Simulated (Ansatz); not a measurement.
# Li16Pt: the cost of one run

Program: Ansatz 0.2.0. Level of theory: DFT LDA, plane waves, PAW, scalar-relativistic, no spin polarisation. These are calculated values, not measurements.

### Step 1. The system as given

The cell holds 17 atoms (Li16Pt): a = 6.980 Å, b = 6.980 Å, c = 18.235 Å, α = 90.00°, β = 90.00°, γ = 90.00°.

Its coordinates follow in the input file.

### Step 2. End point A

Contents of input.yaml:

```yaml
crystal:
  lattice:
    - [6.98, 0.0, 0.0]
    - [0.0, 6.98, 0.0]
    - [0.0, 0.0, 18.235]
  atoms:
    - { symbol: Li, position: [0.25, 0.25, 0.0548396] }
    - { symbol: Li, position: [0.75, 0.25, 0.0548396] }
    - { symbol: Li, position: [0.25, 0.75, 0.0548396] }
    - { symbol: Li, position: [0.75, 0.75, 0.0548396] }
    - { symbol: Li, position: [0.0, 0.0, 0.1505347] }
    - { symbol: Li, position: [0.5, 0.0, 0.1505347] }
    - { symbol: Li, position: [0.0, 0.5, 0.1505347] }
    - { symbol: Li, position: [0.5, 0.5, 0.1505347] }
    - { symbol: Li, position: [0.25, 0.25, 0.2462298] }
    - { symbol: Li, position: [0.75, 0.25, 0.2462298] }
    - { symbol: Li, position: [0.25, 0.75, 0.2462298] }
    - { symbol: Li, position: [0.75, 0.75, 0.2462298] }
    - { symbol: Li, position: [0.0, 0.0, 0.3419249] }
    - { symbol: Li, position: [0.5, 0.0, 0.3419249] }
    - { symbol: Li, position: [0.0, 0.5, 0.3419249] }
    - { symbol: Li, position: [0.5, 0.5, 0.3419249] }
    - { symbol: Pt, position: [0.3454807, 0.830682, 0.4614752] }
basis:
  ecutwfc: 420.0
kpoints:
  mp_grid: { grid: [3, 3, 1] }
hamiltonian:
  xc: lda
scf:
  occupations: { method: fermi_dirac, width: 0.05 }
  lower_state_search: "off"
relax:
  f_tol: 0.03
  max_steps: 60
  adjacent_minimum: "off"
  constraints: [{ sites: [0, 1, 2, 3] }]
```

Started as:

```console
ansatz run input.yaml --threads 2 --pin off --max-ram 5120MiB --backend cpu --events-out ev --progress --plain --runs-dir out
```

Q: Estimate wall time and peak memory on 2 threads of Intel Xeon Platinum 8488C (Sapphire Rapids), shared host.

About 71 s, with a peak of 0.94 GiB.
